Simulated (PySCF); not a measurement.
# MoNOH: singlet, from a bent start

The task is one start of a wider search on MoNOH: the singlet, from a bent start. It is relaxed, tested by its Hessian and followed downhill if it is a saddle.

Computed with PySCF 2.14.0. Level: PBE0, basis Mo def2-TZVP with ECP28, N def2-TZVP, O def2-TZVP, H def2-TZVP, scalar-relativistic core potentials, no spin–orbit coupling, density fitting.

## 1. Starting geometry

4 atoms, charge 0, spin multiplicity 1.

Bond lengths: Mo1–N2 1.810 Å, Mo1–O3 2.010 Å, O3–H4 0.960 Å. Angles: N2–Mo1–O3 110.0°, Mo1–O3–H4 130.0°.

Z-matrix (Å, degrees; charge 0 multiplicity 1):
```
Mo
N  1 1.8100
O  1 2.0100 2 110.00
H  3 0.9600 1 130.00 2 90.00
```

## 2. Finding the electronic state

The steps below are one call of a driver around PySCF. For each, scf.py gives the equivalent set-up of the SCF; relaxations use the driver's own optimiser. After this first run the driver tries any further starts and a stability analysis.

The input, scf.py:

```python
from pyscf import gto, scf, dft
mol = gto.M(atom='''
Mo     0.000000     0.000000     0.000000
N      1.482700     0.000000     1.038200
O     -1.646500     0.000000     1.152900
H     -2.152000     0.735400     1.506800''',
    basis={'Mo': 'def2-TZVP', 'N': 'def2-TZVP', 'O': 'def2-TZVP', 'H': 'def2-TZVP'},
    ecp={'Mo': 'def2-TZVP'},
    charge=0, spin=0)
mf = dft.RKS(mol, xc='PBE0')
mf.grids.atom_grid = (50, 194)
aux = {'Mo': 'def2-universal-JKFIT', 'N': 'def2-universal-JKFIT', 'O': 'def2-universal-JKFIT', 'H': 'def2-universal-JKFIT'}
mf = mf.density_fit(auxbasis=aux)
mf.conv_tol = 1e-08
mf.diis_space = 10
mf.max_cycle = 60
mf.init_guess = 'minao'
mf.verbose = 4
mf.kernel()
```

Launch:

```console
OMP_NUM_THREADS=4 python axn.py task.json out
```

The runs that follow: Bent start, singlet: relaxation; Vibrations and properties at this point; A spin-polarised start; Vibrations and properties at this point.

**Question.** What will these runs give? Wanted: minimum; geometry; wavenumbers; dipole moment; highest occupied, lowest empty level; polar-tensor charge of Mo1; zero-point energy; atomisation energy; ⟨S²⟩.

As calculated:

| quantity | value |
| --- | --- |
| minimum | broken-symmetry (Ms = 0), Cs |
| geometry | Mo–N 1.618 Å, Mo–O 1.904 Å, O–H 0.959 Å; H–O–Mo 121.8°, N–Mo–O 111.8° |
| wavenumbers (cm⁻¹) | 226, 404, 629, 696, 1174, 3912 |
| dipole moment | 2.66 D |
| highest occupied, lowest empty level (either spin) | -5.78, -2.57 eV |
| polar-tensor charge of Mo1 | +1.22 e |
| zero-point energy | 42.1 kJ/mol |
| entropy at 298.15 K | 282.7 J/(mol K) |
| atomisation energy (no zero-point energy) | 1265 kJ/mol |
| ⟨S²⟩ | 0.995 |

**Reading.** From C1 at the start the molecule goes to a Cs minimum. The determinant is spin-contaminated (⟨S²⟩ = 0.99 against 0.00), so it is no pure spin state. In the infrared the band at 629 cm⁻¹ leads. Only this shape and spin were tried, so other structures or states may lie lower. The SCF density has lower symmetry than the nuclear frame.
